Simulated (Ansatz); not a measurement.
# C4H2 (1,3-butadiyne): B3LYP/aug-cc-pVDZ

What is the electronic atomisation energy of C4H2 (1,3-butadiyne) at B3LYP/aug-cc-pVDZ? 

The results are computed with Ansatz 0.2.0.

43 further runs of the same task are left out: 16 that didn't finish, 27 set aside as unsound or not needed.

### 1 Starting point

C4H2 has 6 atoms, charge 0, and is taken as a singlet. SMILES: `C#CC#C`. Geometry: relaxed at PBE0-D4/def2-TZVP.

Bond lengths: C1–C2 1.205 Å, C2–C3 1.364 Å, C3–C4 1.205 Å, C1–H5 1.064 Å, C4–H6 1.064 Å. Angles: C1–C2–C3 180.0°, C2–C3–C4 180.0°, C2–C1–H5 180.0°, C3–C4–H6 180.0°.

### 2 The energy at B3LYP/aug-cc-pVDZ

File in.yaml:

```yaml
basis:
  gaussian:
    orbitals: aug-cc-pVDZ
crystal:
  periodic: [false, false, false]
  atoms:
    - symbol: C
      position_ang: [1.419140, -1.102190, 0.574700]
    - symbol: C
      position_ang: [0.512970, -0.398530, 0.207720]
    - symbol: C
      position_ang: [-0.513080, 0.398350, -0.207780]
    - symbol: C
      position_ang: [-1.419150, 1.102170, -0.574710]
    - symbol: H
      position_ang: [2.219890, -1.723930, 0.898960]
    - symbol: H
      position_ang: [-2.219770, 1.724120, -0.898890]
hamiltonian:
  xc: {name: B3LYP}
accuracy: high
output:
  orbitals: {seedname: orbitals}
```

Command:

```sh
ansatz run in.yaml --threads 1 --pin off --max-ram 3480MiB --events-out events.jsonl --progress --plain --runs-dir runs
```

The program printed:

```text
Warning: RAYON_NUM_THREADS=1 ignored (pool sized by the plan → 1); use --threads N
Functional definition: B3LYP
  name "B3LYP"
  parameter a0 = 0.2
  parameter ax = 0.72
  parameter ac = 0.81
  exchange = (1 - a0 - ax)*slater_x + ax*b88_x + a0*exact_x
  correlation = (1 - ac)*vwn_rpa_c + ac*lyp_c
1790 factors; integrals over basis functions are off by at most 2.5e-9 eV
mean field evaluation 1: about -4170.5765 eV, gradient 4.6e1 eV
mean field evaluation 2: about -4169.6594 eV, gradient 5.0e1 eV
mean field evaluation 4: about -4176.9419 eV, gradient 2.3e0 eV
mean field evaluation 8: about -4176.9483 eV, gradient 1.5e-2 eV
mean field evaluation 16: about -4176.9483 eV, gradient 1.3e-6 eV
mean field -4176.94832393 eV, -153.5000196671 hartree, gradient 2.9e-8 eV, S^2 0.000000; 0 other end points of the search recorded, 0 dependent functions left out
reference -4176.94836720 eV, -153.5000212574 hartree; 13, 13 occupied and 97, 97 virtual orbitals, 1790 factors
Total energy: -4176.94836720 eV, -153.5000212574 hartree
```

Run time: 9.6 s. Hardware: 1 thread of Intel Xeon Platinum 8175M at 2.50GHz (Skylake/Cascade Lake), shared host; peak memory 0.29 GiB.

### 3 The C atom at the same level

File input.yaml:

```yaml
crystal:
  periodic: [false, false, false]
  atoms:
    - {symbol: C, position_ang: [0.000000, 0.000000, 0.000000]}
basis:
  gaussian: {orbitals: aug-cc-pVDZ}
magnetization: {spin_polarized: true, initial_magnetization: 2}
hamiltonian: {xc: {name: B3LYP}}
accuracy: high
```

Command:

```sh
ansatz run input.yaml --threads 1 --pin off --max-ram 3480MiB --events-out events.jsonl --progress --plain --runs-dir runs
```

The program printed:

```text
Warning: RAYON_NUM_THREADS=1 ignored (pool sized by the plan → 1); use --threads N
Functional definition: B3LYP
  name "B3LYP"
  parameter a0 = 0.2
  parameter ax = 0.72
  parameter ac = 0.81
  exchange = (1 - a0 - ax)*slater_x + ax*b88_x + a0*exact_x
  correlation = (1 - ac)*vwn_rpa_c + ac*lyp_c
195 factors; integrals over basis functions are off by at most 2.5e-9 eV
mean field evaluation 1: about -1029.9107 eV, gradient 4.8e0 eV
mean field evaluation 2: about -1030.0327 eV, gradient 2.1e0 eV
mean field evaluation 4: about -1030.0648 eV, gradient 2.6e-1 eV
mean field evaluation 8: about -1030.0651 eV, gradient 2.1e-4 eV
mean field -1030.06510122 eV, -37.8541942667 hartree, gradient 2.9e-8 eV, S^2 2.003583; 0 other end points of the search recorded, 0 dependent functions left out
reference -1030.06512647 eV, -37.8541951944 hartree; 4, 2 occupied and 19, 21 virtual orbitals, 195 factors
Total energy: -1030.06512647 eV, -37.8541951944 hartree
```

It took 0.48 s on 1 thread of Intel Xeon Platinum 8175M at 2.50GHz (Skylake/Cascade Lake), shared host.

### 4 The H atom at the same level

File job.yaml:

```yaml
crystal:
  periodic: [false, false, false]
  atoms:
    - {symbol: H, position_ang: [0.000000, 0.000000, 0.000000]}
basis:
  gaussian: {orbitals: aug-cc-pVDZ}
magnetization: {spin_polarized: true, initial_magnetization: 1}
hamiltonian: {xc: {name: B3LYP}}
accuracy: high
```

Run the same way, it converges to -0.50166 Eh (log not shown).

### 5 Summary of results

Level: B3LYP/aug-cc-pVDZ.

| quantity | value |
| --- | --- |
| molecule: total energy | -153.50002 Eh |
| molecule: HOMO energy | -7.46 eV |
| molecule: LUMO energy | -1.12 eV |
| molecule: HOMO–LUMO gap | 6.34 eV |
| C atom: total energy | -37.85420 Eh |
| C atom: ⟨S²⟩ | 2.004 |
| H atom: total energy | -0.50166 Eh |
| H atom: ⟨S²⟩ | 0.750 |
| electronic atomisation energy | 29.386 eV |

**Reading.** Taking the molecule apart into free atoms costs 29.39 eV (2835 kJ/mol), before zero-point energy and without spin-orbit coupling.
